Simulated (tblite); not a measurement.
# How the settings of tblite move a run on PtSe₂

Simulated with tblite 0.8.0. This is a test of settings. The cell began as a measured structure and was relaxed with r2SCAN+rVV10 in plane waves (Ansatz 0.2.0). All runs are without spin polarisation.

It is trigonal, P-3m1 (No. 164); conventional cell a = 3.729 Å, c = 5.277 Å, 21.18 Å³ an atom. Around Pt lie 6 Se at 2.51 Å; around Se lie 3 Pt at 2.51 Å.

The base run uses GFN2-xTB on a cluster of 54 atoms.

```python
import json
from ase import Atoms
from ase.build import make_supercell
from ase.units import Bohr, GPa, Hartree
from tblite.interface import Calculator

atoms = Atoms(['Pt', 'Se', 'Se'],
              cell=[[3.72865996, 0.0, 0.0], [-1.86432998, 3.22911425, 0.0], [0.0, 0.0, 5.27703342]],
              scaled_positions=[[0.0, 0.0, 0.0], [0.333333333, 0.666666667, 0.246222306], [0.666666667, 0.333333333, 0.753777694]],
              pbc=True)
cluster = make_supercell(atoms, [[3, 0, 0], [0, 3, 0], [0, 0, 2]])
calc = Calculator('GFN2-xTB', cluster.numbers, cluster.positions / Bohr, lattice=cluster.cell[:] / Bohr, periodic=cluster.pbc)
calc.set('temperature', 0.02 / Hartree)
calc.set('max-iter', 150)
res = calc.singlepoint()
levels = res.get('orbital-energies') * Hartree
nv = round(res.get('orbital-occupations').sum() / 2)
cells = len(cluster) // len(atoms)
out = {'energy_per_cell': res.get('energy') * Hartree / cells, 'homo': levels[nv - 1], 'lumo': levels[nv],
       'stress': (-res.get('virial') * Hartree / cluster.get_volume() / GPa).tolist(), 'charges': res.get('charges')[:len(atoms)].tolist(), 'electrons': 2 * nv / cells}
json.dump(out, open('results.json', 'w'))
for key, value in out.items():
    print(key, value)
```

Command: `python run.py`. It took 5.5 s on 1 thread of Arm Neoverse V1, with other jobs on the host, peak memory 0.12 GiB.

It converged with no gap at the points read and a pressure of 3.92 GPa (positive in compression). xTB was fitted to molecules, so gaps, charges and pressures of solids can be far off.

Each further run moved one setting: mixer-damping (damping of the charge mixer); temperature (electronic temperature in eV); method (Hamiltonian); charge (charge of the whole cluster); cluster (size of the cluster in conventional cells). Changes are from the base run, which isn't itself converged in every setting; energies of another Hamiltonian, functional, basis or charge aren't compared, and those at a high electronic temperature are mostly its entropy term.

| setting | how it ended | gap change (eV) | energy change (meV/atom) | pressure change (GPa) | time (s) |
| --- | --- | --- | --- | --- | --- |
| mixer-damping = 0.1 | converged | 0.00 | 0.0 | 0.00 | 5.6 |
| temperature = 0.3 | converged | 0.00 | -85.6 | 1.70 | 5.7 |
| method = IPEA1-xTB | converged | 0.70 | – | 2.38 | 2.7 |
| charge = 2.0 (poor on purpose) | converged | – | – | – | 5.3 |
| cluster = 1x1x1 (poor on purpose) | converged | 0.02 | 3571.1 | 28.09 | 1.1 |
| cluster = 4x4x3 | converged | 0.00 | -10.1 | -0.11 | 30 |

mixer-damping = 0.1 changes nothing that matters here.

Spin-orbit coupling is left out, which matters wherever the heavy atoms make up the band edges.
